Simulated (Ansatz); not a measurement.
**CH7BOSi: how energies converge with the basis set**

How large a basis does CH7BOSi need? Two functionals are run in growing sets.

The runs use Ansatz 0.2.0, Gaussian basis; one geometry, several basis sets.

Levels to be run: PBE0-D4/def2-SVP; ωB97M-V/def2-SVP; PBE0-D4/def2-QZVPP; ωB97M-V/def2-QZVPP; the functionals' def2-TZVPP values are taken from earlier runs.

## 1. The geometry

An earlier PBE0-D4 in a triple-zeta def2 set relaxation fixed the geometry.

11 atoms, charge 0, spin multiplicity 1.

Atoms are counted from 1 here; the program's logs count them from 0.

Bond lengths: O1–C2 1.411 Å, O1–H5 0.960 Å, C2–B3 1.547 Å, C2–H6 1.107 Å, C2–H7 1.107 Å, B3–Si4 2.017 Å, B3–H8 1.197 Å, Si4–H9 1.491 Å, Si4–H10 1.491 Å, Si4–H11 1.491 Å. Angles: C2–O1–H5 108.9°, O1–C2–B3 114.8°, O1–C2–H6 112.1°, O1–C2–H7 112.1°, B3–C2–H6 106.8°, B3–C2–H7 106.8°, H6–C2–H7 103.5°, C2–B3–Si4 120.7°, C2–B3–H8 120.1°, Si4–B3–H8 119.2°, B3–Si4–H9 113.8°, B3–Si4–H10 109.9°, B3–Si4–H11 109.7°, H9–Si4–H10 107.9°, H9–Si4–H11 107.9°, H10–Si4–H11 107.5°.

## 2. PBE0-D4 in def2-SVP

Input file in.yaml:

```yaml
crystal:
  periodic: [false, false, false]
  atoms:
    - {symbol: O, position_ang: [-0.815837, 1.879742, -1.401239]}
    - {symbol: C, position_ang: [-0.395520, 1.119073, -0.290021]}
    - {symbol: B, position_ang: [0.013379, -0.336570, -0.618368]}
    - {symbol: Si, position_ang: [0.639563, -1.584435, 0.836878]}
    - {symbol: H, position_ang: [-1.047003, 2.762990, -1.104068]}
    - {symbol: H, position_ang: [-1.174874, 1.063286, 0.494858]}
    - {symbol: H, position_ang: [0.464190, 1.583468, 0.231091]}
    - {symbol: H, position_ang: [-0.041816, -0.734984, -1.745839]}
    - {symbol: H, position_ang: [0.674596, -0.959585, 2.190123]}
    - {symbol: H, position_ang: [2.010914, -2.079532, 0.524309]}
    - {symbol: H, position_ang: [-0.261993, -2.770552, 0.903075]}
basis:
  gaussian: {orbitals: def2-SVP}
hamiltonian: {xc: pbe0, dispersion: d4}
output: {orbitals: {seedname: orbitals}}
```

On the command line:

```bash
ansatz run in.yaml --threads 2 --pin off --events-out ev --progress --plain --max-ram 4352MiB
```

Log:

```text
Functional definition: PBE0
  name "PBE0"
  cite "Adamo & Barone, J. Chem. Phys. 110, 6158 (1999) doi:10.1063/1.478522"
  cite "Perdew, Burke & Ernzerhof, Phys. Rev. Lett. 77, 3865 (1996) doi:10.1103/PhysRevLett.77.3865"
  parent pbe
  parameter a = 0.25
  parameter kappa = 0.804
  parameter beta = 0.06672455060314922
  exchange = (1 - a)*pbe_x(kappa = kappa, mu = beta*pi^2/3) + a*exact_x
  correlation = pbe_c(beta = beta)
1057 factors; their error is unknown
mean field evaluation 1: about -11733.6008 eV, gradient 4.2e1 eV
mean field evaluation 2: about -11732.1140 eV, gradient 5.1e1 eV
mean field evaluation 4: about -11737.3336 eV, gradient 2.1e0 eV
mean field evaluation 8: about -11737.3464 eV, gradient 6.4e-2 eV
mean field evaluation 16: about -11737.3917 eV, gradient 2.6e-5 eV
mean field -11737.39173797 eV, -431.3411904807 hartree, gradient 2.6e-5 eV, S^2 0.000000; 0 other end points of the search recorded, 0 dependent functions left out
reference -11737.39176494 eV, -431.3411914717 hartree; 20, 20 occupied and 75, 75 virtual orbitals, 1057 factors
Total energy: -11737.54237112 eV, -431.3467261465 hartree
```

It took 1.4 s on 2 threads of Arm Neoverse V1, shared host.

## 3. ωB97M-V in def2-SVP

Edit in.yaml of step 2 so:

```diff
@@ -16,3 +16,3 @@
   gaussian: {orbitals: def2-SVP}
-hamiltonian: {xc: pbe0, dispersion: d4}
+hamiltonian: {xc: {name: wB97M-V}}
 output: {orbitals: {seedname: orbitals}}
```

The command is unchanged.

Log (excerpt; [...] marks lines left out):

```text
Functional definition: wB97M-V
  name "wB97M-V"
  cite "Mardirossian & Head-Gordon, J. Chem. Phys. 144, 214110 (2016) doi:10.1063/1.4952647"
  cite "Becke, J. Chem. Phys. 107, 8554 (1997) doi:10.1063/1.475007"
  cite "Vydrov & Van Voorhis, J. Chem. Phys. 133, 244103 (2010) doi:10.1063/1.3521275"
  # Of w^i u^j: cxij and so on, Table III.
[...]
  gx(w, u) = 1 - cx + cx01*u + cx10*w
  gss(w, u) = css00 + css04*u^4 + css10*w + css20*w^2 + css43*w^4*u^3
  gos(w, u) = cos00 + cos10*w + (cos20 + cos21*u)*w^2 + (cos60 + cos61*u)*w^6
[...]
      + integral(e_c_pw_mod_opposite_spin*gos(b97_w_opposite, b97_u_opposite)) + vv10(b, c)
1057 factors; their error is unknown
310 factors; integrals over basis functions are off by at most 1.2e-5 eV
[...]
mean field -11742.53746650 eV, -431.5302925160 hartree, gradient 7.0e-5 eV, S^2 0.000000; 0 other end points of the search recorded, 0 dependent functions left out
reference -11742.53751097 eV, -431.5302941505 hartree; 20, 20 occupied and 75, 75 virtual orbitals, 1057 factors
Total energy: -11742.53751097 eV, -431.5302941505 hartree
```

Wall time 6 s (2 threads of Arm Neoverse V1, shared host).

## 4. PBE0-D4 in def2-QZVPP

Edit in.yaml of step 3 so:

```diff
@@ -15,4 +15,4 @@
 basis:
-  gaussian: {orbitals: def2-SVP}
-hamiltonian: {xc: {name: wB97M-V}}
+  gaussian: {orbitals: "def2-QZVPP.json"}
+hamiltonian: {xc: pbe0, dispersion: d4}
 output: {orbitals: {seedname: orbitals}}
```

Launched as before.

Log:

```text
Functional definition: PBE0
  name "PBE0"
  cite "Adamo & Barone, J. Chem. Phys. 110, 6158 (1999) doi:10.1063/1.478522"
  cite "Perdew, Burke & Ernzerhof, Phys. Rev. Lett. 77, 3865 (1996) doi:10.1103/PhysRevLett.77.3865"
  parent pbe
  parameter a = 0.25
  parameter kappa = 0.804
  parameter beta = 0.06672455060314922
  exchange = (1 - a)*pbe_x(kappa = kappa, mu = beta*pi^2/3) + a*exact_x
  correlation = pbe_c(beta = beta)
1373 factors; their error is unknown
mean field evaluation 1: about -11739.4715 eV, gradient 5.2e1 eV
mean field evaluation 2: about -11735.0316 eV, gradient 7.2e1 eV
mean field evaluation 4: about -11745.1326 eV, gradient 3.8e0 eV
mean field evaluation 8: about -11745.1635 eV, gradient 3.5e-2 eV
mean field evaluation 16: about -11745.1668 eV, gradient 3.9e-5 eV
mean field -11745.16679508 eV, -431.6269185591 hartree, gradient 3.9e-5 eV, S^2 0.000000; 0 other end points of the search recorded, 0 dependent functions left out
reference -11745.16683990 eV, -431.6269202062 hartree; 20, 20 occupied and 431, 431 virtual orbitals, 1373 factors
Total energy: -11745.31744607 eV, -431.6324548810 hartree
```

It took 11 s on 2 threads of Arm Neoverse V1, shared host; peak memory 1.2 GiB.

## 5. ωB97M-V in def2-QZVPP

Edit in.yaml of step 4 so:

```diff
@@ -16,3 +16,3 @@
   gaussian: {orbitals: "def2-QZVPP.json"}
-hamiltonian: {xc: pbe0, dispersion: d4}
+hamiltonian: {xc: {name: wB97M-V}}
 output: {orbitals: {seedname: orbitals}}
```

The command is unchanged.

Log (excerpt; [...] marks lines left out):

```text
Functional definition: wB97M-V
  name "wB97M-V"
  cite "Mardirossian & Head-Gordon, J. Chem. Phys. 144, 214110 (2016) doi:10.1063/1.4952647"
  cite "Becke, J. Chem. Phys. 107, 8554 (1997) doi:10.1063/1.475007"
  cite "Vydrov & Van Voorhis, J. Chem. Phys. 133, 244103 (2010) doi:10.1063/1.3521275"
  # Of w^i u^j: cxij and so on, Table III.
[...]
  gx(w, u) = 1 - cx + cx01*u + cx10*w
  gss(w, u) = css00 + css04*u^4 + css10*w + css20*w^2 + css43*w^4*u^3
  gos(w, u) = cos00 + cos10*w + (cos20 + cos21*u)*w^2 + (cos60 + cos61*u)*w^6
[...]
      + integral(e_c_pw_mod_opposite_spin*gos(b97_w_opposite, b97_u_opposite)) + vv10(b, c)
1353 factors; their error is unknown
388 factors; integrals over basis functions are off by at most 1.3e-5 eV
[...]
mean field -11750.52289875 eV, -431.8237517384 hartree, gradient 4.3e-5 eV, S^2 0.000000; 0 other end points of the search recorded, 0 dependent functions left out
reference -11750.52297040 eV, -431.8237543716 hartree; 20, 20 occupied and 431, 431 virtual orbitals, 1353 factors
Total energy: -11750.52297040 eV, -431.8237543716 hartree
```

Wall time 27 s (2 threads of Arm Neoverse V1, shared host); peak memory 1.5 GiB.

## 6. Functionals by basis

The def2-TZVPP values come from earlier runs at the same geometry.

| functional | basis | functions | energy (eV) | from the largest (eV) | HOMO (eV) | LUMO (eV) |
| --- | --- | --- | --- | --- | --- | --- |
| PBE0-D4 | def2-SVP | 95 | -11737.5424 | 7.775 | -7.86 | -1.82 |
| PBE0-D4 | def2-TZVPP | 233 | -11744.8173 | 0.500 | -8.16 | -1.89 |
| PBE0-D4 | def2-QZVPP | 451 | -11745.3174 | 0.000 | -8.21 | -1.91 |
| ωB97M-V | def2-SVP | 95 | -11742.5375 | 7.985 | -10.29 | 0.22 |
| ωB97M-V | def2-TZVPP | 233 | -11750.0469 | 0.476 | -10.45 | 0.08 |
| ωB97M-V | def2-QZVPP | 451 | -11750.5230 | 0.000 | -10.46 | 0.03 |

## 7. Outcome

| quantity | value |
| --- | --- |
| PBE0-D4: double and triple zeta above quadruple | 7.78, 0.50 eV |
| ωB97M-V: double and triple zeta above quadruple | 7.99, 0.48 eV |

What this shows: PBE0-D4 gains 7.27 eV from double to triple zeta, then 0.50 eV more. These are total energies; as a rule much of such shifts cancels in differences, which this series doesn't test.

For PBE0-D4 the largest set took about 8 times as long as the smallest (11 s against 1.4 s).
